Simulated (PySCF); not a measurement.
# UPBE/STO-3G run of GeH2ClO (SMILES [O][GeH2][Cl])

Aim: the vertical doublet–quartet gap of GeH2ClO at UPBE/STO-3G, from 2 runs. Input form: a Python script.

Program for the calculation: PySCF 2.14.0.

### Step 1. The system as given

The species is GeH2ClO (5 atoms), meant as a doublet with charge 0. As SMILES, `[O][GeH2][Cl]`. The shape is that of a PBE0-D4/def2-TZVP optimisation.

Bond lengths: O1–Ge2 1.781 Å, Ge2–Cl3 2.144 Å, Ge2–H4 1.531 Å, Ge2–H5 1.531 Å. Angles: O1–Ge2–Cl3 110.8°, O1–Ge2–H4 106.5°, O1–Ge2–H5 106.5°, Cl3–Ge2–H4 108.2°, Cl3–Ge2–H5 108.2°, H4–Ge2–H5 116.7°.

### Step 2. The energy at UPBE/STO-3G

Contents of input.py:

```python
# [O][GeH2][Cl]
from pyscf import gto, dft

mol = gto.M(
    atom='''
O   -0.272400  -0.591800   1.625500
Ge   0.123700  -0.081200  -0.034500
Cl  -1.347100   1.290100  -0.778900
H    0.081000  -1.343800  -0.899000
H    1.464600   0.653000   0.045400
''',
    max_memory=1860,
    spin=1,
    verbose=3,
    basis='sto-3g',
)

mf = dft.UKS(mol)
mf.xc = 'pbe'
mf.conv_tol = 1e-10
mf.grids.level = 4
mf.kernel()
if not mf.converged:
    mf = mf.newton().run(mf.mo_coeff, mf.mo_occ)

e_final = mf.e_tot
print(f'total energy: {e_final:.8f} hartree')
```

Launch:

```
OMP_NUM_THREADS=1 python input.py
```

Log:

```text
WARN: HOMO -0.479519941916538 >= LUMO -0.479519941916531

converged SCF energy = -2582.94521848642  <S^2> = 0.75290333  2S+1 = 2.0029012
total energy: -2582.94521849 hartree
```

Wall time 6.9 s (1 thread of Arm Neoverse V1, shared host); peak memory 0.25 GiB.

### Step 3. The quartet at the same level

Contents of input.py:

```python
from pyscf import gto, dft

molecule = gto.Mole()
molecule.atom = '''
O     -0.514761    -1.118340     3.071750
Ge     0.233759    -0.153446    -0.065196
Cl    -2.545650     2.437936    -1.471908
H      0.153068    -2.539414    -1.698864
H      2.767693     1.233991     0.085794
'''
molecule.max_memory = 1860
molecule.unit = 'bohr'
molecule.basis = 'sto-3g'
molecule.spin = 3
molecule.verbose = 4
molecule.build()

ks = dft.UKS(molecule, xc='pbe')
ks.grids.level = 4
ks.conv_tol = 1e-10
ks.kernel()
if not ks.converged:
    ks = ks.newton().run(ks.mo_coeff, ks.mo_occ)

e_final = ks.e_tot
print('E = %.10f Eh' % e_final)
```

Launch:

```
OMP_NUM_THREADS=1 python input.py
```

Log:

```text
PySCF version 2.14.0

[... 63 lines left out ...]
[... the frontier-level lines of each cycle are left out ...]
[... 11 lines left out ...]
[... 11 lines left out ...]
[... 11 lines left out ...]
[... 11 lines left out ...]
[... 11 lines left out ...]
[... 11 lines left out ...]
[... 11 lines left out ...]
[... 5 lines left out ...]

cycle= 17 E= -2582.72164643215  delta_E= -4.59e-09  |g|= 1.11e-05  |ddm|= 0.000357


cycle= 18 E= -2582.72164643241  delta_E= -2.6e-10  |g|= 3.64e-06  |ddm|= 0.000125


cycle= 19 E= -2582.72164643244  delta_E= -2.41e-11  |g|= 5.94e-07  |ddm|= 1.89e-05


Extra cycle  E= -2582.72164643236  delta_E= 8.14e-11  |g|= 8.2e-06  |ddm|= 2.6e-05
converged SCF energy = -2582.72164643236  <S^2> = 3.7531982  2S+1 = 4.0015988
E = -2582.7216464324 Eh
```

Run time: 11 s. Hardware: 1 thread of Arm Neoverse V1, shared host; peak memory 0.25 GiB.

### Step 4. What came out

At UPBE/STO-3G:

```
                                        quantity           value
                           doublet: total energy  -2582.94522 Eh
                          doublet: dipole moment          2.60 D
     doublet: HOMO energy (highest over α and β)        -2.80 eV
      doublet: LUMO energy (lowest over α and β)        -2.04 eV
                                   doublet: ⟨S²⟩           0.753
                           quartet: total energy  -2582.72165 Eh
                          quartet: dipole moment          3.50 D
                                   quartet: ⟨S²⟩           3.753
vertical energy of the quartet above the doublet        6.084 eV
```

In words: At this shape the quartet lies 6.08 eV (140 kcal/mol) above the doublet. In a minimal basis such a difference can be off by several eV, whatever the method. Mulliken charges (doublet) run from -0.31 on Cl3 to +0.55 on Ge2. Mulliken charges (quartet) run from -0.27 on Cl3 to +0.34 on Ge2; they depend strongly on the basis.
